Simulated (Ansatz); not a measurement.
**Ga₂H₄: a ladder of functionals and wavefunction methods**

The task here is to estimate one member of a computed series from the others.

Method: functionals in def2-TZVPP, the program's frozen cores in correlated methods; program: Ansatz 0.2.0, Gaussian basis.

The runs, in order: LDA (SPW92), PBE-D4, revPBE-D4, BLYP-D4, r2SCAN-D4, B97M-V, PBE0-D4, B3LYP-D4, r2SCANh-D4, r2SCAN0-D4, HSE06-D4, BHLYP-D4, CAM-B3LYP-D4, LC-ωPBE, ωB97X-V, ωB97M-V, B2PLYP, PBE-QIDH; CCSD(T)/def2-SVP; CCSD(T)/def2-TZVPP; MP2/def2-QZVPP; extrapolation to the limit; RPA on PBE.

### The relaxed structure

The geometry comes from an earlier relaxation with PBE0-D4 in a triple-zeta def2 set; it is a stationary point.

6 atoms, charge 0, spin multiplicity 1.

Atoms are counted from 1 here; the program's logs count them from 0.

Bond lengths: Ga1–Ga2 2.459 Å, Ga1–H3 1.578 Å, Ga1–H4 1.578 Å, Ga2–H5 1.578 Å, Ga2–H6 1.578 Å. Angles: Ga2–Ga1–H3 122.1°, Ga2–Ga1–H4 122.1°, H3–Ga1–H4 115.8°, Ga1–Ga2–H5 122.0°, Ga1–Ga2–H6 122.2°, H5–Ga2–H6 115.8°.

As a file:

| atom | x (Å) | y (Å) | z (Å) |
| --- | --- | --- | --- |
| Ga1 | -0.2834 | -1.2002 | -0.1176 |
| Ga2 | 0.2967 | 1.1789 | 0.1031 |
| H3 | 0.4510 | -2.3231 | 0.7127 |
| H4 | -1.4127 | -1.7007 | -1.0994 |
| H5 | 1.4013 | 1.8582 | -0.7961 |
| H6 | -0.4106 | 2.1228 | 1.1511 |

The first run:

The input, in.yaml:

```yaml
crystal:
  periodic: [false, false, false]
  atoms:
    - {symbol: Ga, position_ang: [-0.283426, -1.200174, -0.117568]}
    - {symbol: Ga, position_ang: [0.296687, 1.178921, 0.103063]}
    - {symbol: H, position_ang: [0.450964, -2.323104, 0.712732]}
    - {symbol: H, position_ang: [-1.412658, -1.700694, -1.099416]}
    - {symbol: H, position_ang: [1.401266, 1.858157, -0.796077]}
    - {symbol: H, position_ang: [-0.410634, 2.122793, 1.151064]}
basis:
  gaussian: {orbitals: def2-TZVPP}
hamiltonian: {xc: lda}
output: {orbitals: {seedname: orbitals}}
```

Command:

```
$ ansatz run in.yaml --threads 2 --pin off --events-out ev --progress --plain --max-ram 4352MiB
```

Among the steps run: LDA; PBE-D4 (GGA); revPBE-D4 (GGA); BLYP-D4 (GGA); r2SCAN-D4 (meta-GGA); B97M-V (meta-GGA); B3LYP-D4 (hybrid); r2SCANh-D4 (hybrid); r2SCAN0-D4 (hybrid); HSE06-D4 (hybrid); BHLYP-D4 (hybrid); CAM-B3LYP-D4 (range-separated); LC-ωPBE (range-separated); ωB97X-V (range-separated); ωB97M-V (range-separated); B2PLYP (double hybrid); PBE-QIDH (double hybrid).

One of the session's tables, all rows but one given; the rest of the session is left out.

It belongs to the step «Frontier levels by functional». 

```
  functional  HOMO (eV)  LUMO (eV)  gap (eV)
 LDA (SPW92)      -6.16      -3.02      3.14
      PBE-D4      -6.05      -2.78      3.27
   revPBE-D4      -6.01      -2.67      3.34
     BLYP-D4      -5.92      -2.72      3.20
   r2SCAN-D4      -6.31      -2.55      3.75
      B97M-V      -6.37      -2.77      3.60
     PBE0-D4      -7.06      -2.00      5.06
    B3LYP-D4      -6.88      -2.26      4.62
  r2SCANh-D4      -6.67      -2.28      4.39
  r2SCAN0-D4      -7.23      -1.88      5.34
    HSE06-D4      -6.67      -2.37      4.30
    BHLYP-D4      -7.96      -1.26      6.71
CAM-B3LYP-D4      -8.28      -1.09      7.19
     LC-ωPBE      -9.56       0.07      9.63
     ωB97X-V          ?          ?         ?
     ωB97M-V      -9.05      -0.29      8.77
```

Estimate the missing values for ωB97X-V.

The run gave: HOMO (eV): -9.24; LUMO (eV): -0.08; gap (eV): 9.16. In the column «HOMO (eV)» it lies between LC-ωPBE (-9.56) and ωB97M-V (-9.05).
